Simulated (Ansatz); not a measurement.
# Gallium, hcp: r²SCAN0 after r²SCAN

How do the levels change when part of the exchange is made exact, and what does it cost? Spin polarisation is left out. The cell comes from an earlier r²SCAN relaxation. Exact exchange is dear, so the k-mesh is coarse, and r²SCAN is run on the same mesh for comparison.

Method: DFT, plane waves (500 eV) with PBE-made PAW files, scalar-relativistic; functionals as named at each step, in Ansatz 0.2.0.

### 1 The structure to begin with

It takes space group P6_3/mmc (No. 194, hexagonal). Conventional cell: a = 2.976 Å, b = 2.976 Å, c = 4.698 Å, α = 90.00°, β = 90.00°, γ = 120.00°. Ga (site symmetry -6m2) has 12 Ga at 2.91 to 2.98 Å as nearest neighbours.

Coordinates:

```
CELL_PARAMETERS angstrom
2.97620 0.00000 0.00000
-1.48810 2.57746 0.00000
0.00000 0.00000 4.69825
ATOMIC_POSITIONS crystal
Ga 0.33333 0.66667 0.25000
Ga 0.66667 0.33333 0.75000
```

### 2 r²SCAN on the coarse mesh

The run with r²SCAN.

input.yaml reads:

```yaml
crystal:
  lattice:
    - [2.9761992899, 0.0, 0.0]
    - [-1.488099645, 2.5774641918, 0.0]
    - [0.0, 0.0, 4.6982452361]
  atoms:
    - { symbol: Ga, position: [0.3333333333, 0.6666666667, 0.25] }
    - { symbol: Ga, position: [0.6666666667, 0.3333333333, 0.75] }
hamiltonian:
  xc: r2scan
  pseudopotentials:
    kind: paw
    azcp:
      Ga: "pseudopotentials/Ga.paw.azcp"
basis:
  ecutwfc: 500
  fft_grid_basis: typed
kpoints:
  mp_grid: { grid: [6, 6, 4], shift: [0, 0, 0] }
magnetization:
  spin_polarized: false
scf:
  occupations: { method: fermi_dirac, width: 0.1 }
```

The run is started by

```bash
ansatz run input.yaml --threads 4 --pin off --max-ram 8192MiB --backend cpu --events-out ev --progress --plain --runs-dir out
```

Output (excerpt; [...] marks lines left out):

```text
Warning: RAYON_NUM_THREADS=4 ignored (pool sized by the plan → 4); use --threads N
[...]
Pseudopotentials: kind: paw
Pseudopotential: Ga, paw, valence charge 13, recommended cutoff 500 eV (meta_gga), <dir>
Functional definition: r2SCAN
[...]
Crystal: 2 atoms, lattice volume = 36.040 Å³
Basis set: ecut = 500 eV, 929 PW (Γ), exchange–correlation on 96×96×144 points (64 copies of the dense FFT grid, shifted against one another)
Bands: 17, of which v1, the nominal top of the filled ones, is band 13 counted from 1 (12 counted from 0)
Symmetry: 24 space group operations
Space group: P63/mmc (ITA 194), of the structure as read, at distance tolerance 3.3e-5 Å
k-points: 21 of 144
[...]
SCF iter   1: F=—  HF=-7580.268982 eV  |F-HF|=—  |Δ(HF+E_count)|=         —  Δρ=1.18e-2  dr2=1.93e-2  dr2_τ=8.70e-4  ethr=1.77e-3  ⟨swp⟩=5.1  Hψ=1621  notcnv=0
[...]
SCF iter   6: F=-7580.275583 eV  HF=-7580.275583 eV  |F-HF|=1.34e-9  |Δ(HF+E_count)|=   1.95e-7  Δρ=2.88e-6  dr2=2.27e-9  dr2_τ=5.24e-11  ethr=3.72e-10  ⟨swp⟩=1.0  Hψ=1079  notcnv=0
[...]
SCF converged after 6 iterations
Free energy (F): -7580.275583 eV
[...]
E sigma→0 (E₀):  -7580.266531 eV
Entropy (-TS):   -0.018103 eV (-9.052 meV/atom)
Fermi energy:    10.521791 eV
[...]
```

Run time: 0.54 s. Hardware: 4 threads of Arm Neoverse V2, shared host; peak memory 0.34 GiB.

### 3 r²SCAN0 on the coarse mesh

The run with r²SCAN0.

Edit input.yaml of step 2 so:

```diff
@@ -9,3 +9,3 @@
 hamiltonian:
-  xc: r2scan
+  xc: r2scan0
   pseudopotentials:
```

The run is started by

```bash
ansatz run input.yaml --threads 4 --pin off --max-ram 8192MiB --backend cpu --events-out ev --progress --plain --runs-dir out
```

Output (excerpt; [...] marks lines left out):

```text
Warning: RAYON_NUM_THREADS=4 ignored (pool sized by the plan → 4); use --threads N
[...]
[... 2 set-up lines as earlier in the session ...]
Functional definition: r2SCAN0
[...]
Crystal: 2 atoms, lattice volume = 36.040 Å³
Basis set: ecut = 500 eV, 929 PW (Γ), exchange–correlation on 96×96×144 points (64 copies of the dense FFT grid, shifted against one another)
Bands: 17, of which v1, the nominal top of the filled ones, is band 13 counted from 1 (12 counted from 0)
[... 2 set-up lines as earlier in the session ...]
k-points: 21 of 144
[...]
SCF iter   1: F=—  HF=-7580.272474 eV  |F-HF|=—  |Δ(HF+E_count)|=         —  Δρ=1.21e-2  dr2=2.07e-2  dr2_τ=8.68e-4  ethr=1.77e-3  ⟨swp⟩=6.1  Hψ=1469  notcnv=0
[...]
Frozen-core exchange: fock
[...]
Frozen-core exchange: fock
[...]
SCF iter   5: F=-7577.898415 eV  HF=-7577.898415 eV  |F-HF|=9.48e-10  |Δ(HF+E_count)|=   4.29e-8  Δρ=8.68e-6  dr2=4.98e-8  dr2_τ=2.02e-10  ethr=1.80e-11  ⟨swp⟩=4.0  Hψ=1182  notcnv=0
[...]
hybrid outer 2: dexx = +1.121e-6 eV, tail = 1.25e-7 eV, Δε = 5.17e-3 eV (about 3.17e-4 eV left of the loop's levels)
hybrid SCF converged: 2 outer / 13 inner (+9 warm-up), last move |dexx| = 1.12e-6 eV, tail = 1.25e-7 eV
Stability not checked: this state was not tested for a lower state beside it, because the functional holds exact exchange (a hybrid, or Hartree-Fock), whose exchange loop this test does not read (fock_operator; see scf.lower_state_search)
Free energy (F): -7577.898415 eV
Frozen-core exchange: fock
[...]
E sigma→0 (E₀):  -7577.892127 eV
Entropy (-TS):   -0.012576 eV (-6.288 meV/atom)
Fermi energy:    10.649030 eV
[...]
--- Band table (eV; the first three rows and the last of 21) ---
  k-point 0: bands = ["-8.5527", "-8.4464", "-8.4286", "-8.4286", "-8.4005", "-8.4005", "-8.3885", "-8.3885", "-8.2202", "-8.2202", "-3.5192", "4.6041", "5.0627", "21.5834", "21.5834", "23.7620", "23.7620"]
[...]
```

It took 5.7 s on 4 threads of Arm Neoverse V2, shared host; peak memory 1.1 GiB.

### 4 The functionals compared

```csv
functional,gap on the mesh,Fermi energy (eV),SCF cycles,exchange loops,CPU time
r²SCAN,none (levels filled in part),10.522,6,-,1.6 s
r²SCAN0,none (levels filled in part),10.649,22,2,18 s
```

### 5 Summary of results

| quantity | value |
| --- | --- |
| r²SCAN: gap | none (levels filled in part) |
| r²SCAN0: gap | none (levels filled in part) |
| r²SCAN0: SCF cycles, exchange loops | 22, 2 |
| r²SCAN0: CPU time over that of r²SCAN | 11 |
| r²SCAN0: relative to alpha-Ga (Cmce) | +174 meV/atom |

**Reading.** Both r²SCAN and r²SCAN0 leave levels filled in part. The hybrid took 11 times as much CPU time as r²SCAN on the same settings. The exchange operator of r²SCAN0 was renewed in 2 outer loops. To compare with dense-mesh energies, the change of r²SCAN from this mesh and smearing to its dense run (+25.0 meV/atom, from a run not shown) is added. Under r²SCAN0 it lies 174 meV/atom above alpha-Ga (Cmce) (computed apart in the same way); on such meshes a few tens of meV are uncertain for metals. The total energies in the logs cannot be compared from one functional to another.
